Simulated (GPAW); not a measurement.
# GaB (P4/mmm) in GPAW: further runs

One crystal, GaB, is run at these levels: PBE, LDA; tasks: single point.

All numbers are computed with GPAW 26.7.0; they aren't measurements. Logs are shortened: lines on timing, memory, paths and dates and some standing lists are left out, and cuts for length are marked. The log counts tension as positive stress, the text compression.

### Step 1. The crystal as given

Symmetry: P4/mmm, No. 123, tetragonal system. The conventional cell has a = 2.718 Å, b = 2.718 Å, c = 3.236 Å, α = 90.00°, β = 90.00°, γ = 90.00°. Ga (site symmetry 4/mmm) is surrounded by 8 B at 2.51 Å and 4 Ga at 2.72 Å. B (site symmetry 4/mmm) has 8 Ga at 2.51 Å and 4 B at 2.72 Å as nearest neighbours.

The cell was built by a generator and needn't be a form met in nature.

### Step 2. Single point, PBE

Input file run.py:

```python
from ase.io import read
from gpaw import PW
from gpaw.dft import DFT

atoms = read('GaB.cif')

dft = DFT(atoms,
          mode=PW(800),
          xc='PBE',
          kpts={'size': (10, 10, 8), 'gamma': True},
          occupations={'name': 'fermi-dirac', 'width': 0.05},
          nbands=10,
          convergence={'density': 1e-05, 'energy': 1e-05},
          maxiter=150,
          txt='gpaw.txt')
print(f'Energy: {dft.calculate_energy():.6f} eV')
print('Forces (eV/A):')
print(dft.calculate_forces().round(4))
print('Stress (eV/A^3):', dft.calculate_stress().round(6))
dft.write_gpw_file('gs.gpw')
```

Input file GaB.cif:

```cif
data_GaB
_cell_length_a 2.71824000
_cell_length_b 2.71824000
_cell_length_c 3.23621000
_cell_angle_alpha 90.00000000
_cell_angle_beta 90.00000000
_cell_angle_gamma 90.00000000
_space_group_name_H-M_alt 'P1'
_space_group_name_Hall 'P 1'
_space_group_IT_number 1
loop_
_space_group_symop_operation_xyz
'x,y,z'
loop_
_atom_site_label
_atom_site_type_symbol
_atom_site_symmetry_multiplicity
_atom_site_Wyckoff_symbol
_atom_site_fract_x
_atom_site_fract_y
_atom_site_fract_z
_atom_site_occupancy
Ga1 Ga 1 a 0.5000000000 0.5000000000 0.5000000000 1
B1 B 1 a 0.0000000000 0.0000000000 0.0000000000 1
```

Potentials or basis: GPAW PAW data sets (gpaw-data 1.2.1), pw.

On the command line:

```bash
OMP_NUM_THREADS=1 python run.py
```

gpaw.txt:

```text
Diagonalizing LCAO Hamiltonian
Converting LCAO to pw mode
   .------.
  /|      |
 * |      |
 | |  Ga  |
 | .------.
 |/      /
 B------*

Atoms  # Å, Bohr magnetons
|   | symbol |        x |        y |        z |    initial magnetic moments |
|---|--------|----------|----------|----------|-----------------------------|
| 0 |     Ga | 1.359120 | 1.359120 | 1.618105 | ( 0.0000,  0.0000,  0.0000) |
| 1 |      B | 0.000000 | 0.000000 | 0.000000 | ( 0.0000,  0.0000,  0.0000) |

Unit cell  # Å
| periodic |        x |        y |        z |  lengths |    angles |
|----------|----------|----------|----------|----------|-----------|
|      yes | 2.718240 | 0.000000 | 0.000000 | 2.718240 | 90.000000 |
|      yes | 0.000000 | 2.718240 | 0.000000 | 2.718240 | 90.000000 |
|      yes | 0.000000 | 0.000000 | 3.236210 | 3.236210 | 90.000000 |

Number of symmetries: 16
Symmetry operations  # r_c * U_cc + t_c -> r_c
|    | kind |            matrix            |
|----|------|------------------------------|
|  0 |  E   |  1, 0, 0,  0, 1, 0,  0, 0, 1 |
|  1 |  σ   |  1, 0, 0,  0, 1, 0,  0, 0,-1 |
|  2 |  σ   |  1, 0, 0,  0,-1, 0,  0, 0, 1 |
|  3 |  C2  |  1, 0, 0,  0,-1, 0,  0, 0,-1 |
|  4 |  σ   |  0, 1, 0,  1, 0, 0,  0, 0, 1 |
|  5 |  C2  |  0, 1, 0,  1, 0, 0,  0, 0,-1 |
|  6 |  C4  |  0, 1, 0, -1, 0, 0,  0, 0, 1 |
|  7 |  S4  |  0, 1, 0, -1, 0, 0,  0, 0,-1 |
|  8 |  C4  |  0,-1, 0,  1, 0, 0,  0, 0, 1 |
|  9 |  S4  |  0,-1, 0,  1, 0, 0,  0, 0,-1 |
| 10 |  σ   |  0,-1, 0, -1, 0, 0,  0, 0, 1 |
| 11 |  C2  |  0,-1, 0, -1, 0, 0,  0, 0,-1 |
| 12 |  σ   | -1, 0, 0,  0, 1, 0,  0, 0, 1 |
| 13 |  C2  | -1, 0, 0,  0, 1, 0,  0, 0,-1 |
| 14 |  C2  | -1, 0, 0,  0,-1, 0,  0, 0, 1 |
| 15 |  i   | -1, 0, 0,  0,-1, 0,  0, 0,-1 |

BZ-sampling:
  Number of BZ points: 800
  Number of IBZ points: 105

  Monkhorst-Pack size: [10, 10, 8]
  Monkhorst-Pack shift: [0.05, 0.05, 0.0625]

K-points  # in reciprocal-cell coordinates
|     |                                coordinates |     weight |
|-----|--------------------------------------------|------------|
|   0 | (  0.00000000,   0.00000000,   0.00000000) | 0.00125000 |
|   1 | (  0.00000000,   0.00000000,   0.12500000) | 0.00250000 |
|   2 | (  0.00000000,   0.00000000,   0.25000000) | 0.00250000 |
|   3 | (  0.00000000,   0.00000000,   0.37500000) | 0.00250000 |
|   4 | (  0.00000000,   0.00000000,   0.50000000) | 0.00125000 |
|   5 | (  0.10000000,   0.00000000,   0.00000000) | 0.00500000 |
|   6 | (  0.10000000,   0.00000000,   0.12500000) | 0.01000000 |
|   7 | (  0.10000000,   0.00000000,   0.25000000) | 0.01000000 |
|   8 | (  0.10000000,   0.00000000,   0.37500000) | 0.01000000 |
|   9 | (  0.10000000,   0.00000000,   0.50000000) | 0.00500000 |
| ... |                                            |            |
| 104 | (  0.50000000,   0.50000000,   0.50000000) | 0.00125000 |

Plane wave coefficients: 1248
Cutoff: 800.0 eV

Spin-components: 1 (collinear spins)
Bands:           10
Projectors:      10
Spin-degeneracy: 2
Datatype:        complex128

Parallelization:
  kpt:    1
  domain: 1
  band:   1

Density:
  Valence electrons: 6.0
  Components: 1
  Grid points: [18 18 24]
  Charge: 0.0  # |e|

Potential:
  Grid points: [18 18 24]

species:
  Ga:
    name:    Gallium
    Z:       31.0
    valence: 3
    core:    28
    charge:  0.0  # [|e|]
    compensation charges:
      type: gauss
      rc: 0.37  # [Å]
      lmax: 2
    cutoffs:
      filter: 2.06  # [Å]
      core: 4.17  # [Å]
    projectors
    | kind |    occ | energy [eV] | rcut [Å] |
    |------|--------|-------------|----------|
    |   4s |  2.000 |      -8.945 |    1.164 |
    |   4p |  1.000 |      -2.580 |    1.164 |
    |    s |        |      18.266 |    1.164 |
    |    p |        |      24.631 |    1.164 |
    |    d |        |       0.000 |    1.164 |

    Using partial waves for Ga as LCAO basis

  B:
    name:    Boron
    Z:       5.0
    valence: 3
    core:    2
    charge:  0.0  # [|e|]
    compensation charges:
      type: gauss
      rc: 0.20  # [Å]
      lmax: 2
    cutoffs:
      filter: 1.14  # [Å]
      core: 1.38  # [Å]
    projectors
    | kind |    occ | energy [eV] | rcut [Å] |
    |------|--------|-------------|----------|
    |   2s |  2.000 |      -9.443 |    0.635 |
    |   2p |  1.000 |      -3.606 |    0.635 |
    |    s |        |      17.768 |    0.635 |
    |    p |        |      23.605 |    0.635 |
    |    d |        |       0.000 |    0.635 |

    Using partial waves for B as LCAO basis

Reference energy: -53554.161096  # eV

eigensolver:
  PPCG
  Converge bands: occupied
  niter=2

density mixing:
  MSR1-Mixer
  Pratt-step length: 0.05
  Maximum mixing coefficient: 0.75
  Old densities: 10
  SVD Regularization: 0.005
  Good broyden scale: 1.0
  Trust region scale: 1.0
  Backstep threshold: 4.0
  History deletion threshold: 6.0
  Fourier metric: weight=20.0, sigma=0.015

occupation numbers:
  Fermi-Dirac:
    width: 0.0500  # eV

poisson solver:
  ecut: 6400.0  # eV

xc functional:
  name: PBE with 2 nearest neighbor stencil

convergence criteria:
- Maximum integral of absolute [dens]ity change: 1e-05 electrons / valence electron
- Maximum [total energy] change in last 3 cyles: 1e-05 eV / valence electron
- Maximum integral of absolute [eigenst]ate change: 4e-08 eV^2 / valence electron
maximum number of iterations: 150

SCF iterations
|iter     | |      energy | eigst |  dens |
|---------|-|-------------|-------|-------|
|iter:   1| |   -7.329133 | -0.33 |       |
|iter:   2| |   -7.298033 | -2.26 | -0.92 |
|iter:   3| |   -7.168718 | -2.27 | -0.96 |
|iter:   4| |   -7.168337 | -4.13 | -1.62 |
|iter:   5| |   -7.168395 | -4.53 | -2.03 |
|iter:   6| |   -7.168398 | -6.14 | -3.00 |
|iter:   7| |   -7.168398c| -7.60c| -3.65 |
|iter:   8| |   -7.168398c| -8.18c| -4.51 |
|iter:   9| |   -7.168398c| -9.27c| -5.65c|
SCF steps: 9
Energy contributions relative to reference atoms: (reference = -53554.161096)

Energy contributions:
  Kinetic:          16.547641
  Coulomb:         -12.505456
  Zero:              0.023061
  External:          0.000000
  Xc:              -11.230951
  Entropy:          -0.005385
  Spinorbit:         0.000000
  ----------------------------
  Free energy:      -7.171090
  Extrapolated:     -7.168398

Forces  # eV/Ang
|        x |       y |       z |
|----------|---------|---------|
|  0.00000 | 0.00000 | 0.00000 |  # Ga   0
| -0.00000 | 0.00000 | 0.00000 |  # B    1

Stress tensor  # eV/Ang^3
|         x |         y |         z |
|-----------|-----------|-----------|
| -0.008064 |  0.000000 |  0.000000 |
|  0.000000 | -0.008064 |  0.000000 |
|  0.000000 |  0.000000 | -0.001673 |

Writing to gs.gpw (mode='')

  __  _  _
 | _ |_)|_||  |
 |__||  | ||/\| - 26.7.0

Input parameters:
  mode=PW(ecut=800.0),
  convergence={'density': 1e-05, 'energy': 1e-05},
  kpts=MonkhorstPack(size=(10, 10, 8), gamma=True),
  maxiter=150,
  nbands=10,
  occupations=Occupations(name='fermi-dirac', width=0.05),
  xc=XC(name='PBE')
# Writing to gs.gpw (mode='')
```

It took 8.5 s on 1 thread of AMD EPYC 9R45 (Zen 5), shared host; peak memory 0.18 GiB.

Results:

```yaml
Free_energy: -7.1711 eV
Pressure: 1.0 GPa
Band_gap_on_the_k_mesh: none (metal or under the smearing width)
```

Levels at points of the mesh, in eV from the Fermi level:
```tsv
k point	band 1	band 2	band 3	band 4	band 5	band 6
(0.00, 0.00, 0.00)	-13.31	-1.63	1.94	2.74	2.74	9.11
(0.00, 0.00, 0.50)	-10.01	-9.81	4.37	4.37	8.03	9.70
(0.50, 0.00, 0.00)	-8.60	-8.33	1.92	5.10	5.57	5.58
(0.50, 0.00, 0.50)	-5.44	-5.29	-5.21	-4.23	5.51	10.33
(0.50, 0.50, 0.00)	-4.44	-4.44	-3.64	-1.91	3.33	7.75
(0.50, 0.50, 0.50)	-1.96	-1.36	-1.36	-0.45	0.17	0.17
```

### Step 3. Single point, LDA

Input file run.py:

```python
from ase import Atoms
from ase.dft.bandgap import bandgap
from ase.io import write
from ase.units import GPa
from gpaw import GPAW, PW

atoms = Atoms(['Ga', 'B'],
              cell=[[2.71824, 0.0, 0.0],
                    [0.0, 2.71824, 0.0],
                    [0.0, 0.0, 3.23621]],
              scaled_positions=[[0.5, 0.5, 0.5],
                                [0.0, 0.0, 0.0]],
              pbc=True)

calc = GPAW(mode=PW(800),
            xc='LDA',
            kpts={'size': (10, 10, 8), 'gamma': True},
            occupations={'name': 'fermi-dirac', 'width': 0.05},
            nbands=10,
            convergence={'density': 1e-05, 'energy': 1e-05},
            maxiter=150,
            txt='gpaw.txt')
atoms.calc = calc
energy = atoms.get_potential_energy()
forces = atoms.get_forces()
stress = atoms.get_stress()
calc.write('gs.gpw')
write('result.traj', atoms)
print(f'Energy: {energy:.6f} eV')
print('Forces (eV/A):')
print(forces.round(4))
print('Stress (GPa):', (stress / GPa).round(3))
print('Fermi level:', round(calc.get_fermi_level(), 4), 'eV')
print(f'Gap: {bandgap(calc)[0]:.4f} eV, direct: {bandgap(calc, direct=True)[0]:.4f} eV')
```

Potentials or basis: the program's PAW data sets (release 1.2.1) made for this functional, pw.

On the command line:

```bash
OMP_NUM_THREADS=1 python run.py
```

It took 23 s on 1 thread of Arm Neoverse V1, shared host; peak memory 0.17 GiB.

The run converged. Its results:

| Property | Result |
| --- | --- |
| Free energy | -8.5496 eV |
| Pressure | -5.9 GPa |
| Band gap on the k mesh | none (metal or under the smearing width) |

Stress tensor (GPa, compression positive):
```
-5.82  0.00  0.00
 0.00 -5.82  0.00
 0.00  0.00 -5.92
```

Levels at points of the mesh, in eV from the Fermi level:
| k point | band 1 | band 2 | band 3 | band 4 | band 5 | band 6 |
| --- | --- | --- | --- | --- | --- | --- |
| (0.00, 0.00, 0.00) | -13.27 | -1.64 | 1.93 | 2.69 | 2.69 | 9.18 |
| (0.00, 0.00, 0.50) | -10.06 | -9.70 | 4.31 | 4.31 | 7.85 | 9.58 |
| (0.50, 0.00, 0.00) | -8.50 | -8.38 | 1.92 | 5.03 | 5.43 | 5.57 |
| (0.50, 0.00, 0.50) | -5.43 | -5.27 | -5.06 | -4.37 | 5.43 | 10.17 |
| (0.50, 0.50, 0.00) | -4.44 | -4.44 | -3.49 | -2.06 | 3.31 | 7.64 |
| (0.50, 0.50, 0.50) | -1.80 | -1.33 | -1.33 | -0.41 | 0.12 | 0.12 |

### Step 4. Single point, PBE

run.py: that of step 3 with these lines changed.

```diff
@@ -15,3 +15,3 @@
 calc = GPAW(mode=PW(800),
-            xc='LDA',
+            xc='PBE',
             kpts={'size': (10, 10, 8), 'gamma': True},
```

Potentials or basis: GPAW PAW data sets (gpaw-data 1.2.1), pw.

On the command line:

```bash
OMP_NUM_THREADS=1 python run.py
```

It took 24 s on 1 thread of Arm Neoverse V1, shared host; peak memory 0.18 GiB.

It converged, with:

- Free energy: -7.1711 eV
- Pressure: 1.0 GPa
- Band gap on the k mesh: none (metal or under the smearing width)

Stress tensor (GPa, compression positive):
```
1.29 0.00 0.00
0.00 1.29 0.00
0.00 0.00 0.27
```

Levels at points of the mesh, in eV from the Fermi level:
```csv
k point,band 1,band 2,band 3,band 4,band 5,band 6
"(0.00, 0.00, 0.00)",-13.31,-1.63,1.94,2.74,2.74,9.11
"(0.00, 0.00, 0.50)",-10.01,-9.81,4.37,4.37,8.03,9.70
"(0.50, 0.00, 0.00)",-8.60,-8.33,1.92,5.10,5.57,5.58
"(0.50, 0.00, 0.50)",-5.44,-5.29,-5.21,-4.23,5.51,10.33
"(0.50, 0.50, 0.00)",-4.44,-4.44,-3.64,-1.91,3.33,7.75
"(0.50, 0.50, 0.50)",-1.96,-1.36,-1.36,-0.45,0.17,0.17
```
